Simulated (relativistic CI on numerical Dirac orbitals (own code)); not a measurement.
# Co: one ion under different settings

Aim: see what numerical and physical settings do to the SCF, the total energy and the lowest levels of Co.

Method: Dirac-Coulomb-Breit CI, KLI orbitals optimised for each configuration, model QED (radiative potential, 1s self-energy scaled to tabulated hydrogen-like ionisation energies), numerical settings as typed. Code: relativistic CI on numerical Dirac orbitals (own code) version 3.

## (1) The system

```
ion            : Co (Co I)
nuclear charge : 27
electrons      : 27
isotope        : A = 59
```

## (2) The usual input

The run's settings:

```ini
atom Co  Z=27  charge=0  electrons=27
nucleus A=59  rms_radius_fm=3.7875
hamiltonian dirac-coulomb  breit=on  qed=on  c_scale=1
orbitals kli  potential=per-configuration
slater_scale 1
correlation none
mixing on
grid step=0.0125 r_max=149
scf mixing=0.4 start=green max_iterations=150 tolerance=2e-08 node_fill=0.05
configurations
  [Ar] 3d7 4s2
  [Ar] 3d8 4s
  [Ar] 3d9
end
```

The run is started by

```bash
> python run_levels.py task.json out
```

The settings of every run stand in task.json; they run in order.

The program writes no log. Results of the run, from its result record (rounded, main fields):

```text
{
  "status": "converged",
  "levels [i, E_cm, J2, conf, term, w_term, w_jj]": [
    [0, 0, 9, "3d7 4s2", "4F", 0.9981, 0.5199],
    [1, 795.78133, 7, "3d7 4s2", "4F", 0.9995, 0.8165],
    [2, 1379.3176, 5, "3d7 4s2", "4F", 0.9991, 0.7163],
    [3, 1779.7111, 3, "3d7 4s2", "4F", 0.9982, 0.3577],
    [4, 14093.752, 9, "3d8 4s", "4F", 0.9996, 0.8152],
    [5, 14761.086, 7, "3d8 4s", "4F", 0.9956, 0.7485],
    [6, 15290.209, 5, "3d8 4s", "4F", 0.9967, 0.7131],
    [7, 15664.519, 3, "3d8 4s", "4F", 0.9975, 0.6293],
    [8, 18212.485, 9, "3d7 4s2", "2G", 0.9808, 0.4311],
    [9, 18440.398, 5, "3d7 4s2", "4P", 0.9969, 0.6007],
    [10, 18668.291, 3, "3d7 4s2", "4P", 0.9653, 0.4248],
    [11, 18946.212, 7, "3d7 4s2", "2G", 0.9955, 0.5023],
    [12, 19008.941, 1, "3d7 4s2", "4P", 0.9869, 0.5794],
    [13, 20629.432, 7, "3d8 4s", "2F", 0.9908, 0.5655],
    "... 16 more rows left out ..."
  ],
  "total_energy [Ha]": -1391.2022114,
  "n_levels_all": 37,
  "overlap": 2.51921e-12,
  "scf_iterations": [11, 14, 14],
  "orbital_energies [Ha]": {"1s": -278.793, "2s": -33.1055, "2p1/2": -28.7283, "2p3/2": -28.1843, "3s": -3.8835, "3p1/2": -2.57371, "3p3/2": -2.50688, "3d3/2": -0.409409, "3d5/2": -0.402365, "4s": -0.271123},
  "configurations [conf, odd, states, E_av_Ha, breit_Ha, qed_Ha]": [
    ["3d7 4s2", 0, 120, -1391.983901, 0.5314, 0.3564],
    ["3d8 4s", 0, 90, -1391.966552, 0.531, 0.3562],
    ["3d9", 0, 10, -1391.819872, 0.5307, 0.356]
  ],
  "scf_steps of the first configuration [iteration, E_Ha, residual, outer_eigenvalue_Ha]": [
    [1, -1390.872376, 0.669, -0.3943],
    [2, -1391.900677, 0.192, -0.295],
    [3, -1391.963771, 0.106, -0.2859],
    [4, -1391.983201, 0.00846, -0.2705],
    [5, -1391.984158, 0.00371, -0.2712],
    [6, -1391.983808, 0.00127, -0.2709],
    [7, -1391.983903, 8.97e-05, -0.2712],
    [8, -1391.983906, 0.000101, -0.2711],
    [9, -1391.983901, 2.25e-06, -0.2711],
    [10, -1391.983901, 4.27e-08, -0.2711],
    [11, -1391.983901, 2.28e-09, -0.2711]
  ]
}
```

It took 0.15 s on 1 thread, shared host.

## (3) Tolerance 1e-05

The settings differ from step 2 so:

```diff
@@ -8,3 +8,3 @@
 grid step=0.0125 r_max=149
-scf mixing=0.4 start=green max_iterations=150 tolerance=2e-08 node_fill=0.05
+scf mixing=0.4 start=green max_iterations=150 tolerance=1e-05 node_fill=0.05
 configurations
```

From the record:

```text
{
  "status": "converged",
  "levels [i, E_cm, J2, conf, term, w_term]": [
    [0, 0, 9, "3d7 4s2", "4F", 0.9981],
    [1, 795.77979, 7, "3d7 4s2", "4F", 0.9995],
    [2, 1379.3149, 5, "3d7 4s2", "4F", 0.9991],
    [3, 1779.7078, 3, "3d7 4s2", "4F", 0.9982],
    [4, 14093.789, 9, "3d8 4s", "4F", 0.9996],
    [5, 14761.123, 7, "3d8 4s", "4F", 0.9956],
    [6, 15290.246, 5, "3d8 4s", "4F", 0.9967],
    [7, 15664.556, 3, "3d8 4s", "4F", 0.9975],
    "... 22 more rows left out ..."
  ],
  "total_energy [Ha]": -1391.2022116,
  "n_levels_all": 37,
  "overlap": 2.5192e-12,
  "scf_iterations": [9, 12, 11],
  "orbital_energies [Ha]": {"1s": -278.793, "2s": -33.1055, "2p1/2": -28.7283, "2p3/2": -28.1843, "3s": -3.8835, "3p1/2": -2.57371, "3p3/2": -2.50688, "3d3/2": -0.40941, "3d5/2": -0.402366, "4s": -0.271123},
  "configurations [conf, odd, states, E_av_Ha, breit_Ha, qed_Ha]": [
    ["3d7 4s2", 0, 120, -1391.983901, 0.5314, 0.3564],
    ["3d8 4s", 0, 90, -1391.966552, 0.531, 0.3562],
    ["3d9", 0, 10, -1391.819872, 0.5307, 0.356]
  ],
  "scf_steps of the first configuration [iteration, E_Ha, residual, outer_eigenvalue_Ha]": [
    [1, -1390.872376, 0.669, -0.3943],
    [2, -1391.900677, 0.192, -0.295],
    [3, -1391.963771, 0.106, -0.2859],
    [4, -1391.983201, 0.00846, -0.2705],
    [5, -1391.984158, 0.00371, -0.2712],
    [6, -1391.983808, 0.00127, -0.2709],
    [7, -1391.983903, 8.97e-05, -0.2712],
    [8, -1391.983906, 0.000101, -0.2711],
    [9, -1391.983901, 2.25e-06, -0.2711]
  ]
}
```

Run time: 0.14 s. Hardware: 1 thread, shared host.

## (4) Node fill 0.01, Slater scale 0.6

The run's settings:

```ini
atom Co  Z=27  charge=0  electrons=27
nucleus A=59  rms_radius_fm=3.7875
hamiltonian dirac-coulomb  breit=on  qed=on  c_scale=1
orbitals kli  potential=per-configuration
slater_scale 0.6
correlation none
mixing on
grid step=0.0125 r_max=149
scf mixing=0.4 start=green max_iterations=150 tolerance=2e-08 node_fill=0.01
configurations
  [Ar] 3d7 4s2
  [Ar] 3d8 4s
  [Ar] 3d9
end
```

From the record:

```text
{
  "status": "converged",
  "levels [i, E_cm, J2, conf, term, w_term]": [
    [0, 0, 9, "3d7 4s2", "4F", 0.9955],
    [1, 785.05058, 7, "3d7 4s2", "4F", 0.9988],
    [2, 1343.8389, 5, "3d7 4s2", "4F", 0.9977],
    [3, 1720.4466, 3, "3d7 4s2", "4F", 0.9954],
    [4, 9980.4805, 9, "3d8 4s", "4F", 0.9987],
    [5, 10596.057, 7, "3d8 4s", "4F", 0.9877],
    [6, 11097.404, 5, "3d8 4s", "4F", 0.9918],
    [7, 11119.817, 9, "3d7 4s2", "2G", 0.9616],
    "... 22 more rows left out ..."
  ],
  "total_energy [Ha]": -1391.1614002,
  "n_levels_all": 37,
  "overlap": 2.52125e-12,
  "scf_iterations": [11, 14, 13],
  "orbital_energies [Ha]": {"1s": -278.93, "2s": -33.1536, "2p1/2": -28.7824, "2p3/2": -28.2376, "3s": -3.89019, "3p1/2": -2.58111, "3p3/2": -2.51416, "3d3/2": -0.415927, "3d5/2": -0.408827, "4s": -0.272342},
  "configurations [conf, odd, states, E_av_Ha, breit_Ha, qed_Ha]": [
    ["3d7 4s2", 0, 120, -1391.984314, 0.5318, 0.3564],
    ["3d8 4s", 0, 90, -1391.96716, 0.5314, 0.3562],
    ["3d9", 0, 10, -1391.82011, 0.5311, 0.356]
  ],
  "scf_steps of the first configuration [iteration, E_Ha, residual, outer_eigenvalue_Ha]": [
    [1, -1390.872376, 0.657, -0.3943],
    [2, -1391.901296, 0.188, -0.2963],
    [3, -1391.962295, 0.103, -0.2869],
    [4, -1391.984046, 0.008, -0.2717],
    [5, -1391.98444, 0.0035, -0.2724],
    [6, -1391.984266, 0.00117, -0.2722],
    [7, -1391.984314, 0.000119, -0.2724],
    [8, -1391.984315, 9.66e-05, -0.2724],
    [9, -1391.984314, 1.71e-06, -0.2723],
    [10, -1391.984314, 2.21e-08, -0.2723],
    [11, -1391.984314, 2.28e-09, -0.2723]
  ]
}
```

Run time: 0.15 s. Hardware: 1 thread, shared host.

## (5) QED terms off

The run's settings:

```ini
atom Co  Z=27  charge=0  electrons=27
nucleus A=59  rms_radius_fm=3.7875
hamiltonian dirac-coulomb  breit=on  qed=off  c_scale=1
orbitals kli  potential=per-configuration
slater_scale 1
correlation none
mixing on
grid step=0.0125 r_max=149
scf mixing=0.4 start=green max_iterations=150 tolerance=2e-08 node_fill=0.05
configurations
  [Ar] 3d7 4s2
  [Ar] 3d8 4s
  [Ar] 3d9
end
```

From the record:

```text
{
  "status": "converged",
  "levels [i, E_cm, J2, conf, term, w_term]": [
    [0, 0, 9, "3d7 4s2", "4F", 0.9981],
    [1, 792.36473, 7, "3d7 4s2", "4F", 0.9995],
    [2, 1373.5055, 5, "3d7 4s2", "4F", 0.9991],
    [3, 1772.3051, 3, "3d7 4s2", "4F", 0.9982],
    [4, 14137.731, 9, "3d8 4s", "4F", 0.9996],
    [5, 14802.325, 7, "3d8 4s", "4F", 0.9957],
    [6, 15329.184, 5, "3d8 4s", "4F", 0.9968],
    [7, 15701.921, 3, "3d8 4s", "4F", 0.9976],
    "... 22 more rows left out ..."
  ],
  "total_energy [Ha]": -1391.5585591,
  "n_levels_all": 37,
  "overlap": 2.51921e-12,
  "scf_iterations": [11, 14, 14],
  "orbital_energies [Ha]": {"1s": -278.793, "2s": -33.1055, "2p1/2": -28.7283, "2p3/2": -28.1843, "3s": -3.8835, "3p1/2": -2.57371, "3p3/2": -2.50688, "3d3/2": -0.409409, "3d5/2": -0.402365, "4s": -0.271123},
  "configurations [conf, odd, states, E_av_Ha, breit_Ha, qed_Ha]": [
    ["3d7 4s2", 0, 120, -1391.983901, 0.5314, 0],
    ["3d8 4s", 0, 90, -1391.966552, 0.531, 0],
    ["3d9", 0, 10, -1391.819872, 0.5307, 0]
  ],
  "scf_steps of the first configuration [iteration, E_Ha, residual, outer_eigenvalue_Ha]": [
    [1, -1390.872376, 0.669, -0.3943],
    [2, -1391.900677, 0.192, -0.295],
    [3, -1391.963771, 0.106, -0.2859],
    [4, -1391.983201, 0.00846, -0.2705],
    [5, -1391.984158, 0.00371, -0.2712],
    [6, -1391.983808, 0.00127, -0.2709],
    [7, -1391.983903, 8.97e-05, -0.2712],
    [8, -1391.983906, 0.000101, -0.2711],
    [9, -1391.983901, 2.25e-06, -0.2711],
    [10, -1391.983901, 4.27e-08, -0.2711],
    [11, -1391.983901, 2.28e-09, -0.2711]
  ]
}
```

Wall time 0.12 s (1 thread, shared host).

## (6) Slater scale 5

The run's settings:

```ini
atom Co  Z=27  charge=0  electrons=27
nucleus A=59  rms_radius_fm=3.7875
hamiltonian dirac-coulomb  breit=on  qed=on  c_scale=1
orbitals kli  potential=per-configuration
slater_scale 5
correlation none
mixing on
grid step=0.0125 r_max=149
scf mixing=0.4 start=green max_iterations=90 tolerance=2e-08 node_fill=0.05
configurations
  [Ar] 3d7 4s2
  [Ar] 3d8 4s
  [Ar] 3d9
end
```

From the record:

```text
{
  "status": "converged",
  "levels [i, E_cm, J2, conf, term, w_term]": [
    [0, 0, 9, "3d7 4s2", "4F", 0.9999],
    [1, 896.82057, 7, "3d7 4s2", "4F", 1],
    [2, 1578.7144, 5, "3d7 4s2", "4F", 0.9999],
    [3, 2057.8532, 3, "3d7 4s2", "4F", 0.9999],
    [4, 55215.85, 9, "3d8 4s", "4F", 1],
    [5, 56147.193, 7, "3d8 4s", "4F", 0.9998],
    [6, 56868.988, 5, "3d8 4s", "4F", 0.9998],
    [7, 57382.307, 3, "3d8 4s", "4F", 0.9998],
    "... 22 more rows left out ..."
  ],
  "total_energy [Ha]": -1391.6124228,
  "n_levels_all": 37,
  "overlap": 2.51921e-12,
  "scf_iterations": [11, 14, 14],
  "orbital_energies [Ha]": {"1s": -278.793, "2s": -33.1055, "2p1/2": -28.7283, "2p3/2": -28.1843, "3s": -3.8835, "3p1/2": -2.57371, "3p3/2": -2.50688, "3d3/2": -0.409409, "3d5/2": -0.402365, "4s": -0.271123},
  "configurations [conf, odd, states, E_av_Ha, breit_Ha, qed_Ha]": [
    ["3d7 4s2", 0, 120, -1391.983901, 0.5314, 0.3564],
    ["3d8 4s", 0, 90, -1391.966552, 0.531, 0.3562],
    ["3d9", 0, 10, -1391.819872, 0.5307, 0.356]
  ],
  "scf_steps of the first configuration [iteration, E_Ha, residual, outer_eigenvalue_Ha]": [
    [1, -1390.872376, 0.669, -0.3943],
    [2, -1391.900677, 0.192, -0.295],
    [3, -1391.963771, 0.106, -0.2859],
    [4, -1391.983201, 0.00846, -0.2705],
    [5, -1391.984158, 0.00371, -0.2712],
    [6, -1391.983808, 0.00127, -0.2709],
    [7, -1391.983903, 8.97e-05, -0.2712],
    [8, -1391.983906, 0.000101, -0.2711],
    [9, -1391.983901, 2.25e-06, -0.2711],
    [10, -1391.983901, 4.27e-08, -0.2711],
    [11, -1391.983901, 2.28e-09, -0.2711]
  ]
}
```

Wall time 0.15 s (1 thread, shared host).

This setting is unsound; the numbers are not properties of the ion.

## (7) Comparison

| setting | total energy less usual (Ha) | largest shift of a level among the lowest eight of both runs, same label and place (cm⁻¹) | SCF iterations | time | lowest level | kind of change |
| --- | --- | --- | --- | --- | --- | --- |
| usual | 0 | 0 | 39 | 0.15 s | 3d7 4s2 4F9/2 | - |
| tolerance 1e-05 | -1.5e-07 | 0.0370 | 32 | 0.14 s | 3d7 4s2 4F9/2 | numerical |
| node fill 0.01, Slater scale 0.6 | 0.0408 | 4190 | 38 | 0.15 s | 3d7 4s2 4F9/2 | model term |
| QED terms off | -0.356 | 44.0 | 39 | 0.12 s | 3d7 4s2 4F9/2 | model term |
| Slater scale 5 | -0.41 | 41700 | 39 | 0.15 s | 3d7 4s2 4F9/2 | unsound |

## (8) Outcome

| quantity | value |
| --- | --- |
| lowest level, usual settings | 3d7 4s2 4F9/2 |
| total energy | -1391.2022 Ha |
| first excitation | 795.8 cm⁻¹ |

What this shows: Among the runs whose levels can be followed, they move most under «Slater scale 5» (unsound), by up to 41700 cm⁻¹. No visible change in the result comes from «tolerance 1e-05». Only the listed configurations are in the model. In a near-neutral ion this small CI can misplace whole configurations by 10,000 cm⁻¹ or more.
